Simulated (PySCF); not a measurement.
# CeClO (Ce(O)(Cl)+): the cost of one run

Computed with PySCF 2.14.0. Level: PBE0, Ce def2-SVP with ECP28, O def2-SVP, Cl def2-SVP; scalar-relativistic core potentials, no spin–orbit coupling.

1 further run of the same task is left out (for a known fault of the program).

**1. Starting geometry**

3 atoms, charge 1, spin multiplicity 1.

Bond lengths: Ce1–O2 1.782 Å, Ce1–Cl3 2.574 Å. Angles: O2–Ce1–Cl3 131.8°.

As a file:

```xyz
3
charge 1, multiplicity 1
Ce    0.0000    0.0000    0.0000
O     1.6261    0.0000    0.7277
Cl   -2.3492    0.0000    1.0514
```

Formal oxidation states: Ce +4.

**2. SCF at the start, singlet**

File run.py (the lines that set the calculation):

```python
mol = gto.M(atom='''
Ce     0.00000     0.00000     0.00000
O      1.62610     0.00000     0.72770
Cl    -2.34920     0.00000     1.05140''',
    basis={'Ce': 'def2-SVP', 'O': 'def2-SVP', 'Cl': 'def2-SVP'},
    ecp={'Ce': 'def2-SVP'},
    charge=1, spin=0)
mf = dft.RKS(mol, xc='PBE0')
mf.grids.atom_grid = (50, 194)  # f atoms: unpruned, at least (60, 302)
mf = mf.density_fit()  # fitting sets: Ce def2-universal-JKFIT, O def2-universal-JKFIT, Cl def2-universal-JKFIT
mf.conv_tol = 1e-08; mf.max_cycle = 55
mf.kernel(dm0)  # dm0: free metal ions and neutral atoms
```

On the command line:

```bash
$ OMP_NUM_THREADS=2 python run.py
```

**Question.** How long does this run take on 2 threads of Intel Xeon at 2.60GHz (Ice Lake), shared host, and how much memory does it need?

About 6.9 s, with a peak of 0.44 GiB.
